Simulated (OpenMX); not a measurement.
The system is GaGe.

```
Ge Ga
1.0
     0.00000    2.89784    2.89784
     2.89784    0.00000    2.89784
     2.89784    2.89784    0.00000
Ge Ga
1 1
Cartesian
  0.0000 0.0000 0.0000
  1.4489 1.4489 1.4489
```

The cell comes from a database or a generator and needn't be the stable form of this composition.

Base run:

* Program: OpenMX 3.8.5
* Functional: PBE
* Dispersion: D3
* Potentials or basis: OpenMX 2013 PBE set, Ge7.0-s3p2d2, Ga7.0-s3p2d2, grid cutoff 500 Ry
* k mesh: 7 × 7 × 7
* Occupations: fermi-dirac, width 0.05 eV
* Spin: no spin polarisation

Its results: band gap on the k mesh none (metal or under the smearing width); pressure 0.7 GPa.

Problem. The run is repeated on the same cell with these changes: dispersion from D3 to none. What comes out?

Solution. Band gap on the k mesh none (metal or under the smearing width); pressure 1.6 GPa.

Dispersion adds attraction, which lowers the pressure at fixed volume and, as a term added to the energy, leaves the levels alone.

Caveats: the basis of atomic orbitals isn't converged, which shifts pressures, moduli and gaps; pairwise dispersion overbinds metals, which lowers pressure and volume (some runs).
